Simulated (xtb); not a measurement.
# [AlH12SO5]3+ ([Al(H2S)(H2O)5]3+) at GFN2-xTB (hydrogen mass 1 u, md dump 20 fs, md temperature 300 K, md time 0.2 ps)

We compute a short trajectory of [AlH12SO5]3+ ([Al(H2S)(H2O)5]3+). 

The results are computed with xtb 6.7.1.

5 further runs of the same task are left out: 2 that didn't finish, 3 set aside as unsound or not needed.

## (1) Starting point

[AlH12SO5]3+ has 19 atoms, charge +3, and is taken as a singlet. SMILES: `[OH2]->[Al+3](<-[OH2])(<-[OH2])(<-[OH2])(<-[OH2])<-[SH2]`. Geometry: optimised at GFN2-xTB. The run starts from this shape.

Some bond lengths: Al1–S2 2.502 Å, Al1–O5 1.905 Å, Al1–O8 1.899 Å, Al1–O11 1.894 Å, Al1–O14 1.899 Å, Al1–O17 1.900 Å, S2–H3 1.335 Å, S2–H4 1.335 Å, O5–H6 0.971 Å, O5–H7 0.971 Å, O8–H9 0.973 Å, O8–H10 0.971 Å, O11–H12 0.973 Å, O11–H13 0.972 Å, O14–H15 0.971 Å, O14–H16 0.972 Å. Some angles: S2–Al1–O5 175.3°, S2–Al1–O8 94.2°, S2–Al1–O11 84.8°, S2–Al1–O14 89.8°, S2–Al1–O17 91.1°, O5–Al1–O8 90.4°, O5–Al1–O11 90.6°, O5–Al1–O14 89.5°, O5–Al1–O17 89.7°, O8–Al1–O11 179.0°.

## (2) Molecular dynamics at GFN2-xTB (hydrogen mass 1 u, md dump 20 fs, md temperature 300 K, md time 0.2 ps)

File detailed.inp:

```
$md
   temp=300
   time=0.2
   step=1
   dump=20
   hmass=1
   shake=0
   nvt=false
$end
```

File struc.tmol:

```
$coord
     -0.079406291757      0.020484631191     -0.156450425858  al
     -0.692660213720     -0.203240044704      4.526990109631  s
      0.459921544211     -2.294467665998      5.341821117308  h
      1.008074401182      1.354310021736      5.549331943054  h
      0.101043655884      0.249651718324     -3.744038781676  o
      0.219983018168     -1.127826345699     -4.950118686196  h
      0.047507714773      1.767971070416     -4.773202526408  h
      3.501775892499     -0.118202369095      0.041044851427  o
      4.671327391030      0.719588810996     -1.103033138944  h
      4.571398673560     -1.033982546350      1.218193048979  h
     -3.653142955082      0.157981104019     -0.291735919120  o
     -4.735294620349     -0.184947495817     -1.738944877142  h
     -4.806593987031      0.558980987664      1.079865096656  h
      0.046487262666      3.601742404492      0.045334529730  o
      1.459643355922      4.688448309719      0.483807682427  h
     -1.370807330804      4.749807716986     -0.176481522779  h
     -0.205016387261     -3.558429881715     -0.410505206052  o
     -1.654304044020     -4.615429292263     -0.015817007663  h
      1.110044022866     -4.732460031162     -0.926041390112  h
$end
```

Started as:

```sh
$ xtb struc.tmol -c 3 --md --input detailed.inp > xtb.out
```

Q: Predict the results. Wanted: potential energy of the last frame.

**Answer.** As computed:

At GFN2-xTB (hydrogen mass 1 u, md dump 20 fs, md temperature 300 K, md time 0.2 ps):

| quantity | value |
| --- | --- |
| potential energy of the last frame | -29.23609 Eh |
